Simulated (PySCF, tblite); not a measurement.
# C₃H₉NOSi₂: geometry, infrared bands and NMR shifts

Aim: predict the infrared bands and NMR shifts of C₃H₉NOSi₂ (`COC[SiH2][SiH2]C#N`).

The runs use tblite 0.8.0 and PySCF 2.14.0, with density-fitted response routines of our own; the level of theory stands in each step. All values are computed, except where a source is named. Atoms are numbered from 0 throughout.

## Step 1: Starting geometry

16 atoms, charge 0, multiplicity 1; geometry from: force field or distance geometry start.

Bonds of the start (Å): C0–O1 1.39, O1–C2 1.39, C2–Si3 1.85, Si3–Si4 2.19, Si4–C5 1.81, C5–N6 1.16, C0–H7 1.11, C0–H8 1.10, C0–H9 1.10, C2–H10 1.14, C2–H11 1.12, Si3–H12 1.49, Si3–H13 1.48, Si4–H14 1.48, Si4–H15 1.48.

## Step 2: Geometry optimisation with GFN2-xTB

Job settings and geometry (Å):

```
{"job": {"kind": "relax", "xc": "GFN2-xTB", "basis": "xTB"}, "charge": 0, "multiplicity": 1}
C     -2.345700     1.318900     0.289100
O     -1.088600     0.759500     0.516100
C     -1.041400    -0.591600     0.194200
Si     0.617400    -1.356400     0.483800
Si     2.307700    -0.269500    -0.393200
C      2.794000     1.072600     0.719000
N      3.092300     1.935100     1.432500
H     -3.111300     0.797200     0.903600
H     -2.257500     2.391100     0.537400
H     -2.602200     1.103200    -0.757000
H     -1.258600    -0.739200    -0.910300
H     -1.821100    -1.103900     0.808200
H      0.550300    -2.696900    -0.156100
H      0.767700    -1.611000     1.932600
H      1.976500     0.238900    -1.745100
H      3.413200    -1.239200    -0.598800
```

Started as:

```
$ OMP_NUM_THREADS=1 python probes_run.py task.json out
```

The driver reads the jobs from task.json and runs them one after another.

**Question.** This job is followed by: GFN2-xTB harmonic vibrations, gas phase; GIAO PBE0/pcSseg-1 NMR shielding, non-relativistic, gas phase. Predict these results of the whole session: strongest single infrared mode (GFN2-xTB); zero-point energy (GFN2-xTB); 13C shifts against TMS (PBE0/pcSseg-1); 1H shifts against TMS (PBE0/pcSseg-1, means over atoms taken as alike); 17O shifts against H2O (PBE0/pcSseg-1); 29Si shifts against TMS (PBE0/pcSseg-1); 15N shifts against NH3 (PBE0/pcSseg-1).

As calculated:

| quantity | value |
| --- | --- |
| strongest single infrared mode (GFN2-xTB) | 2200 cm⁻¹, 340 km/mol |
| zero-point energy (GFN2-xTB) | 68.3 kcal/mol |
| 13C shifts against TMS (PBE0/pcSseg-1) | 123.8, 65.0, 60.4 ppm |
| 1H shifts against TMS (PBE0/pcSseg-1, means over atoms taken as alike) | 4.23, 4.19, 3.64, 3.50 ppm |
| 17O shifts against H2O (PBE0/pcSseg-1) | 21.8 ppm |
| 29Si shifts against TMS (PBE0/pcSseg-1) | -65.9, -101.0 ppm |
| 15N shifts against NH3 (PBE0/pcSseg-1) | 358.4 ppm |

**Reading.** The optimisation took 242 steps and gained 0.527 eV; among the close pairs (by a distance rule), Si3–Si4 changed most, from 2.193 to 2.318 Å. All 42 modes are real, so the xTB geometry is a minimum. The strongest single mode, at 2200 cm⁻¹, moves mainly H13. GFN2-xTB is a fitted tight-binding method: band positions and strengths are rough. Its intensities can rank the bands wrongly. The most deshielded carbon is C5 (nitrile carbon), at 123.8 ppm: this is the usual window of a C≡N carbon, which has no attached hydrogen. At PBE0/pcSseg-1: Shielding is most anisotropic at N6 (span 601 ppm, paramagnetic term -430 ppm).
